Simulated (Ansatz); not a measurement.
**C₂H₁₀BN: basis-set convergence**

One table from this session's results is given with a row withheld; the runs are named, their logs left out.

Program: Ansatz 0.2.0, Gaussian basis. Level of theory: one geometry, several basis sets. These are calculated values, not measurements.

The runs, in order: PBE0-D4/def2-SVP; ωB97M-V/def2-SVP; PBE0-D4/def2-QZVPP; ωB97M-V/def2-QZVPP; the functionals' def2-TZVPP values are taken from earlier runs.

## The relaxed structure

All runs share one geometry, relaxed beforehand with PBE0-D4 in a triple-zeta def2 set.

14 atoms, charge 0, spin multiplicity 1.

Atoms are counted from 1 here; the program's logs count them from 0.

Bond lengths: C1–B2 1.610 Å, C1–H5 1.098 Å, C1–H6 1.100 Å, C1–H7 1.094 Å, B2–C3 1.610 Å, B2–N4 1.659 Å, B2–H8 1.223 Å, C3–H9 1.100 Å, C3–H10 1.098 Å, C3–H11 1.094 Å, N4–H12 1.017 Å, N4–H13 1.015 Å, N4–H14 1.015 Å. Angles: B2–C1–H5 114.0°, B2–C1–H6 113.0°, B2–C1–H7 110.1°, H5–C1–H6 107.2°, H5–C1–H7 106.0°, H6–C1–H7 106.0°, C1–B2–C3 115.1°, C1–B2–N4 105.7°, C1–B2–H8 113.2°, C3–B2–N4 105.7°, C3–B2–H8 113.2°, N4–B2–H8 102.6°, B2–C3–H9 113.0°, B2–C3–H10 114.0°, B2–C3–H11 110.1°, H9–C3–H10 107.2°, H9–C3–H11 106.0°, H10–C3–H11 106.0° and more.

The first run:

Contents of in.yaml:

```yaml
crystal:
  periodic: [false, false, false]
  atoms:
    - {symbol: C, position_ang: [-1.375788, 0.607063, -0.352690]}
    - {symbol: B, position_ang: [0.130485, 0.047793, -0.457451]}
    - {symbol: C, position_ang: [1.218792, 0.851244, 0.415857]}
    - {symbol: N, position_ang: [0.086750, -1.484946, 0.177154]}
    - {symbol: H, position_ang: [-2.115303, 0.000055, -0.891047]}
    - {symbol: H, position_ang: [-1.727289, 0.703921, 0.684810]}
    - {symbol: H, position_ang: [-1.434834, 1.609956, -0.786845]}
    - {symbol: H, position_ang: [0.490379, -0.151518, -1.609077]}
    - {symbol: H, position_ang: [0.931375, 0.953943, 1.472357]}
    - {symbol: H, position_ang: [2.223091, 0.408445, 0.393871]}
    - {symbol: H, position_ang: [1.329704, 1.870192, 0.032173]}
    - {symbol: H, position_ang: [-0.204233, -1.459064, 1.151012]}
    - {symbol: H, position_ang: [1.003084, -1.919200, 0.132257]}
    - {symbol: H, position_ang: [-0.569213, -2.067285, -0.333580]}
basis:
  gaussian: {orbitals: def2-SVP}
hamiltonian: {xc: pbe0, dispersion: d4}
output: {orbitals: {seedname: orbitals}}
```

Run with:

```bash
$ ansatz run in.yaml --threads 4 --pin off --events-out ev --progress --plain --max-ram 10444MiB
```

Among the steps run: PBE0-D4 in def2-SVP; ωB97M-V in def2-SVP; PBE0-D4 in def2-QZVPP; ωB97M-V in def2-QZVPP.

One of the session's tables, all rows but one given; the rest of the session is left out.

| functional | basis | HOMO (eV) | LUMO (eV) |
| --- | --- | --- | --- |
| PBE0-D4 | def2-SVP | -7.15 | 0.72 |
| PBE0-D4 | def2-TZVPP | -7.31 | 0.11 |
| PBE0-D4 | def2-QZVPP | -7.33 | -0.20 |
| ωB97M-V | def2-SVP | ? | ? |
| ωB97M-V | def2-TZVPP | -9.62 | 1.49 |
| ωB97M-V | def2-QZVPP | -9.64 | 0.97 |

Q: Estimate the row for ωB97M-V, def2-SVP from the others.

The run gave: HOMO (eV): -9.43; LUMO (eV): 2.32. In the column «HOMO (eV)» it lies between ωB97M-V, def2-TZVPP (-9.62) and PBE0-D4, def2-QZVPP (-7.33).
